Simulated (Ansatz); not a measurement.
# ClHHf: the cost of one run

Computed with Ansatz 0.2.0, Gaussian basis. Level: def2-TZVPP, core rule «outside noble gas», up to 9 orbitals frozen.

Plan: UHF; ROHF; CCSD(T) on UHF.

2 further runs of the same task are left out: 2 set aside as unsound or not needed.

## 1. The geometry

The geometry is a PBE0/def2-TZVP stationary point (not a proven minimum) of the parent state, kept for this charge and spin. No spin-orbit coupling is included. Elements past krypton take def2 core potentials.

3 atoms, charge 1, spin multiplicity 2.

Atoms are counted from 1 here; the program's logs count them from 0.

Bond lengths: Hf1–Cl2 2.337 Å, Hf1–H3 1.882 Å. Angles: Cl2–Hf1–H3 180.0°.

Geometry (Å):

```
atom    x (Å)    y (Å)     z (Å)
 Hf1  0.00000  0.00000   0.15150
 Cl2  0.00000  0.00000  -2.18540
  H3  0.00000  0.00000   2.03390
```

## 2. UHF

Input file in.yaml:

```yaml
crystal:
  periodic: [false, false, false]
  atoms:
    - {symbol: Hf, position_ang: [0.000000, 0.000000, 0.151500]}
    - {symbol: Cl, position_ang: [0.000000, 0.000000, -2.185400]}
    - {symbol: H, position_ang: [0.000000, 0.000000, 2.033900]}
basis:
  gaussian: {orbitals: def2-TZVPP}
total_charge: 1
magnetization: {spin_polarized: true, initial_magnetization: 1}
hamiltonian: {xc: hf}
output: {orbitals: {seedname: orbitals}}
```

Launch:

```bash
$ ansatz run in.yaml --threads 1 --pin off --events-out ev --progress --plain --max-ram 3968MiB --backend cpu
```

What time and memory should one allow on 1 thread of AMD EPYC 7R13, shared host?

About 12 s, with a peak of 0.28 GiB.
